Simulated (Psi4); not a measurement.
# InHCl (SMILES [Cl][InH]): an attempt with Psi4

Wanted: the polarisability of InHCl.

Program for the calculation: Psi4 1.11.

7 further runs of the same task are left out: 2 that didn't finish, 5 set aside as unsound or not needed.

**1. Starting point**

InHCl has 3 atoms, charge 0, and is taken as a doublet. As SMILES, `[Cl][InH]`. The shape is that of a PBE0-D4/def2-TZVP optimisation.

Bond lengths: Cl1–In2 2.365 Å, In2–H3 1.773 Å. Angles: Cl1–In2–H3 115.3°.

**2. The run**

Contents of clhin.xyz:

```xyz
3
ClHIn
Cl    -1.649800     0.396800    -0.867400
In     0.409500     0.542400     0.286100
H      1.229400    -1.003900     0.568100
```

Contents of job.py:

```python
import psi4

psi4.set_memory(1600000000)
psi4.set_num_threads(1)
psi4.set_output_file('output.dat', False)

with open('clhin.xyz') as f:
    atoms = ''.join(f.readlines()[2:])
m = psi4.geometry('0 2\n' + atoms + 'symmetry c1\nno_reorient\nno_com')

psi4.set_options({
    'reference': 'uhf',
    'maxiter': 6,
})

e_tot, wfn = psi4.properties('scf/LANL2DZ', properties=['dipole_polarizabilities'], return_wfn=True)
print('E =', round(e_tot, 9))
for k, v in sorted(psi4.core.scalar_variables().items()):
    print(f'{k:45s} {v:18.10f}')
```

Run with:

```sh
$ python job.py
```

output.dat:

```text
Psi4 1.11 release

   => Loading Basis Set <=

    Name: LANL2DZ
    Role: ORBITAL
    Keyword: BASIS

    !!!  WARNING: ECP capability is in beta. Please check occupations closely.  !!!

         ---------------------------------------------------------
                                   SCF
                              UHF Reference
                        1 Threads,   1525 MiB Core
         ---------------------------------------------------------

  ==> Geometry <==

    Molecular point group: c1
    Full point group: C1

    Geometry (in Angstrom), charge = 0, multiplicity = 2:

       Center              X                  Y                   Z               Mass
    ------------   -----------------  -----------------  -----------------  -----------------
         CL          -1.649800000000     0.396800000000    -0.867400000000    34.968852682000
         IN           0.409500000000     0.542400000000     0.286100000000   114.903878776000
         H            1.229400000000    -1.003900000000     0.568100000000     1.007825032230

  Running in c1 symmetry.

  Rotational constants: A =      0.41546  B =      0.11108  C =      0.08765 [cm^-1]
  Rotational constants: A =  12455.05684  B =   3330.08883  C =   2627.56179 [MHz]
  Nuclear repulsion =    6.650303654218347

  Charge       = 0
  Multiplicity = 2
  Electrons    = 11
  Nalpha       = 6
  Nbeta        = 5

  ==> Algorithm <==

  SCF Algorithm Type is DF.
  DIIS enabled.
  MOM disabled.
  Fractional occupation disabled.
  Guess Type is SAD.
  Energy threshold   = 1.00e-06
  Density threshold  = 1.00e-06
  Integral threshold = 1.00e-12

  ==> Primary Basis <==

  Basis Set: LANL2DZ
    Blend: LANL2DZ
    Number of shells: 10
    Number of basis functions: 18
    Number of Cartesian functions: 18
    Spherical Harmonics?: false
    Max angular momentum: 1

  Core potential: LANL2DZ
    Number of shells: 7
    Number of ECP primitives: 36
    Number of ECP core electrons: 56
    Max angular momentum: 3

   => Loading Basis Set <=

    Name: (LANL2DZ AUX)
    Role: JKFIT
    Keyword: DF_BASIS_SCF

  ==> Integral Setup <==

  DFHelper Memory: AOs need 0.003 GiB; user supplied 1.118 GiB.
  SCF_SUBTYPE=INCORE selected. In-core MEM_DF algorithm will be used.
  Using in-core AOs.

  ==> MemDFJK: Density-Fitted J/K Matrices <==

    J tasked:                   Yes
    K tasked:                   Yes
    wK tasked:                   No
    Memory [MiB]:              1144
    Algorithm:                 Core
    Schwarz Cutoff:           1E-12
    Mask sparsity (%):       0.0000
    Fitting Condition:        1E-10

   => Auxiliary Basis Set <=

  Basis Set: (LANL2DZ AUX)
    Blend: DEF2-UNIVERSAL-JKFIT
    Number of shells: 90
    Number of basis functions: 484
    Number of Cartesian functions: 484
    Spherical Harmonics?: false
    Max angular momentum: 5

  Minimum eigenvalue in the overlap matrix is 7.9003335369E-02.
  Reciprocal condition number of the overlap matrix is 2.8477568359E-02.
    Using symmetric orthogonalization.

  ==> Pre-Iterations <==

  SCF Guess: Superposition of Atomic Densities via on-the-fly atomic UHF (no occupation information).

   -------------------------
    Irrep   Nso     Nmo
   -------------------------
     A         18      18
   -------------------------
    Total      18      18
   -------------------------

  ==> Iterations <==

                           Total Energy        Delta E     RMS |[F,P]|

   @DF-UHF iter SAD:   -15.29241133194576   -1.52924e+01   0.00000e+00
   @DF-UHF iter   1:   -17.03466369970167   -1.74225e+00   1.49353e-02 DIIS/ADIIS
   @DF-UHF iter   2:   -17.09516937815362   -6.05057e-02   5.11731e-03 DIIS/ADIIS
   @DF-UHF iter   3:   -17.10250115582320   -7.33178e-03   1.28364e-03 DIIS/ADIIS
   @DF-UHF iter   4:   -17.10406531456750   -1.56416e-03   3.60811e-04 DIIS/ADIIS
   @DF-UHF iter   5:   -17.10423942525445   -1.74111e-04   1.61313e-04 DIIS/ADIIS
   @DF-UHF iter   6:   -17.10427662145237   -3.71962e-05   7.36951e-05 DIIS

PsiException: Could not converge SCF iterations in 6 iterations.

  Failed to converge.
```

The script printed:

```text
Traceback (most recent call last):
  File "job.py", line 16, in <module>
    e_tot, wfn = psi4.properties('scf/LANL2DZ', properties=['dipole_polarizabilities'], return_wfn=True)
psi4.driver.p4util.exceptions.SCFConvergenceError: Could not converge SCF iterations in 6 iterations.
```

Wall time 1.4 s (1 thread of Intel Xeon 6975P-C (Granite Rapids), shared host); peak memory 0.18 GiB.

**3. What went wrong**

No converged result was reached.

The telling line is `psi4.driver.p4util.exceptions.SCFConvergenceError: Could not converge SCF iterations in 6 iterations.`. What is wrong: the iteration cap is too low for convergence. To mend it: iteration cap at its default in place of 6.
